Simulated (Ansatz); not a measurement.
# A Cs vacancy and an I vacancy in perovskite CsSnI3, 38 atoms, charge 0

Wanted: geometry, formation energy and gap levels of the defect, compared across PBEsol, HSE06 and r²SCAN.

Method: density functional theory in Ansatz 0.2.0, PAW datasets, plane waves.

## Step 1: The system as built

38 atoms (7 Cs, 8 Sn, 23 I); a = 12.314 Å, b = 12.314 Å, c = 12.314 Å, α = 90.00°, β = 90.00°, γ = 90.00°. All atoms were shaken off their sites by about 0.02 Å along each axis. Defect site 1: (0.500, 0.500, 0.500). Defect site 2: (0.250, 0.250, 0.000).

Plan of the steps: (2) PBEsol relaxation at the single k point (¼, ¼, ¼), on 1 × NVIDIA GB200 with 8 threads of Arm Neoverse-V2; (3) HSE06 single point at the single k point (¼, ¼, ¼), on 1 × NVIDIA GB200 with 8 threads of Arm Neoverse-V2; (4) r²SCAN single point at the single k point (¼, ¼, ¼), on 1 × NVIDIA GB200 with 8 threads of Arm Neoverse-V2.

## Step 2: Relaxing the atoms with PBEsol

in.yaml reads:

```yaml
crystal:
  lattice:
    - [12.314462, 0.000000, 0.000000]
    - [0.000000, 12.314462, 0.000000]
    - [0.000000, 0.000000, 12.314462]
  atoms:
    - { symbol: Cs, position: [0.000843, 0.998927, 0.999969] }
    - { symbol: Cs, position: [0.001244, 0.000334, 0.498557] }
    - { symbol: Cs, position: [0.999613, 0.501569, 0.999484] }
    - { symbol: Cs, position: [0.999174, 0.499568, 0.500558] }
    - { symbol: Cs, position: [0.499209, 0.999894, 0.000459] }
    - { symbol: Cs, position: [0.500905, 0.996502, 0.500378] }
    - { symbol: Cs, position: [0.498906, 0.500935, 0.998315] }
    - { symbol: Sn, position: [0.249253, 0.249065, 0.249862] }
    - { symbol: Sn, position: [0.252031, 0.251514, 0.748202] }
    - { symbol: Sn, position: [0.252459, 0.749398, 0.249862] }
    - { symbol: Sn, position: [0.249729, 0.750312, 0.748196] }
    - { symbol: Sn, position: [0.750841, 0.247416, 0.248578] }
    - { symbol: Sn, position: [0.749471, 0.251789, 0.750685] }
    - { symbol: Sn, position: [0.752514, 0.750574, 0.247785] }
    - { symbol: Sn, position: [0.750697, 0.750973, 0.749896] }
    - { symbol: I, position: [0.247639, 0.250162, 0.501039] }
    - { symbol: I, position: [0.251078, 0.750191, 0.000624] }
    - { symbol: I, position: [0.245873, 0.748970, 0.498415] }
    - { symbol: I, position: [0.751924, 0.251758, 0.002971] }
    - { symbol: I, position: [0.751575, 0.250202, 0.502286] }
    - { symbol: I, position: [0.748453, 0.751456, 0.001538] }
    - { symbol: I, position: [0.749902, 0.748890, 0.501580] }
    - { symbol: I, position: [0.999481, 0.251239, 0.250368] }
    - { symbol: I, position: [0.999819, 0.249665, 0.749045] }
    - { symbol: I, position: [0.000847, 0.751615, 0.250516] }
    - { symbol: I, position: [0.000817, 0.747249, 0.751362] }
    - { symbol: I, position: [0.501700, 0.250931, 0.248840] }
    - { symbol: I, position: [0.499166, 0.249333, 0.751383] }
    - { symbol: I, position: [0.496918, 0.747241, 0.249448] }
    - { symbol: I, position: [0.499608, 0.748994, 0.752538] }
    - { symbol: I, position: [0.250213, 0.003286, 0.250241] }
    - { symbol: I, position: [0.249795, 0.000207, 0.751607] }
    - { symbol: I, position: [0.252000, 0.500084, 0.251876] }
    - { symbol: I, position: [0.251338, 0.499327, 0.749452] }
    - { symbol: I, position: [0.749159, 0.999503, 0.252017] }
    - { symbol: I, position: [0.748215, 0.998076, 0.746854] }
    - { symbol: I, position: [0.751030, 0.498651, 0.249231] }
    - { symbol: I, position: [0.751244, 0.502841, 0.746788] }
  symmetry: { detect: false }
kpoints:
  mp_grid: { grid: [1, 1, 1], shift: [0.25, 0.25, 0.25] }
hamiltonian:
  xc: pbesol
scf:
  occupations: { method: fermi_dirac, width: 0.01 }
relax:
  f_tol: 0.03
  max_steps: 80
  escape_saddle: false
  adjacent_minimum: "off"
output:
  forces: true
  eigenvalues: true
  populations: true
```

On the command line:

```bash
ansatz run in.yaml --threads 8 --pin off --max-ram 118750MiB --runs-dir r --events-out ev --progress --plain --backend cuda --devices 0, --max-vram 170GiB
```

After this run come: Single point with HSE06; r²SCAN on the same atoms.

Before running it: what results should come out? Wanted: for each run, formation energy; host gap; top filled to lowest empty.

**Answer**, as computed:

| level | time | formation energy (eV) | host gap (eV) | top filled to lowest empty (eV) |
| --- | --- | --- | --- | --- |
| PBEsol, relaxation | 6.8 s (GPU) | 4.16 | 0.08 | 1.58 |
| HSE06 | 25 s (GPU) | 4.42 | 0.66 | 2.08 |
| r²SCAN | 4.7 s (GPU) | 4.76 | 0.32 | 1.66 |

| quantity | value |
| --- | --- |
| relaxation | 8 recorded steps, 0.49 eV gained |
| largest shift | 0.43 Å (Cs4) |

**Reading.** The relaxation lowers the energy by 0.49 eV; the largest shift is 0.43 Å (Cs4). The formation energy goes from 4.16 eV (PBEsol) to 4.76 eV (r²SCAN). The reservoirs are the elements' reference phases; where the defect changes the composition, the value depends on that choice. r²SCAN shows no level inside the gap that the count of atoms sharing it marks as tightly localised. The HSE06 single point took about 5.4 times as long as the r²SCAN one on the same kind of device. Spin–orbit coupling is left out, which matters for the band edges of the heavier elements here. The host's edges were read at Γ, so band-like levels at this k point need not coincide with them. Finite-cell errors of some tenths of an eV remain in such numbers.
